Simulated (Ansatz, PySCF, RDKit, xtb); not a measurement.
# C2H7FOSi3: which of the isomers drawn lies lowest?

Which of a sample of isomers of C2H7FOSi3 is the most stable in the gas at 298.15 K, and what are its properties? The sample is small against all isomers, and the most stable one of this formula need not be in it.

Plan: many cheap relaxations first (GFN2-xTB), then density-functional screening, relaxation at B3LYP-D3(BJ)/def2-SVP, vibrations (at GFN2-xTB) and a final energy. The numbers are computed, not measured.

### Step 1. Drawing up candidates

Isomers were taken from a list of plausible structures; this is a sample, not all of them. That gives 4 candidates.

| label | SMILES | spin |
| --- | --- | --- |
| c042 | C#C[SiH2]O[SiH2][SiH2]F | singlet |
| c643 | O=C1[SiH2][SiH2][SiH2][C@@H]1F | singlet |
| c731 | O=C[Si@@H]1C[SiH2][Si@H]1F | singlet |
| c907 | O=C1[SiH2][SiH2]C[Si@@H]1F | singlet |

Candidates are built by distance geometry, with a force field where one applies, in up to four conformers (letters a to d).

**Question.** With final energies at CCSD(T)/def2-SVP + MP2/def2-TZVPP - MP2/def2-SVP, which structure will this search put lowest in free energy, and by what margin?

| quantity | value |
| --- | --- |
| lowest structure found | C#C[SiH2]O[SiH2][SiH2]F, singlet |
| next finalist | O=C1[SiH2][SiH2]C[Si@@H]1F, singlet, 29.2 kcal/mol higher in G |
| share at equilibrium, among the finalists | 100.0 % |
| dipole moment (PBE0/def2-SVPD) | 2.09 D |
| HOMO energy (PBE0/def2-SVPD) | -8.04 eV |
| LUMO energy (PBE0/def2-SVPD) | -1.22 eV |
| HOMO–LUMO gap (PBE0/def2-SVPD) | 6.82 eV |
| lowest excitation (TD-PBE0/def2-SVPD) | 5.64 eV (f = 0.013) |
| strongest of the states computed, same level | 6.18 eV (f = 0.014) |
| lowest triplet excitation, same level, Tamm-Dancoff | 4.78 eV |
| vertical ionisation energy | 9.88 eV |
| vertical electron affinity | -0.21 eV (unbound: the value depends on the basis) |
| vertical triplet less singlet | +4.95 eV |

The search ends on `C#C[SiH2]O[SiH2][SiH2]F`. Among the finalists first place is clear (29.2 kcal/mol); structures outside the list aren't covered. GFN2-xTB, r2SCAN-D4/def2-SVP, B3LYP-D3(BJ)/def2-SVP, HF/def2-SVP and MP2/def2-SVP already put its bonding pattern lowest among the structures in one piece; HF/STO-3G favours the singlet O=C1[SiH2][SiH2]C[Si@@H]1F. 2 minima inside the window were never screened. The search is not exhaustive (a finite list of starts, one conformer a finalist), so a lower isomer can't be ruled out. Only 4 drawn patterns were tried, so whole families of isomers are missing, and the result ranks this sample alone.
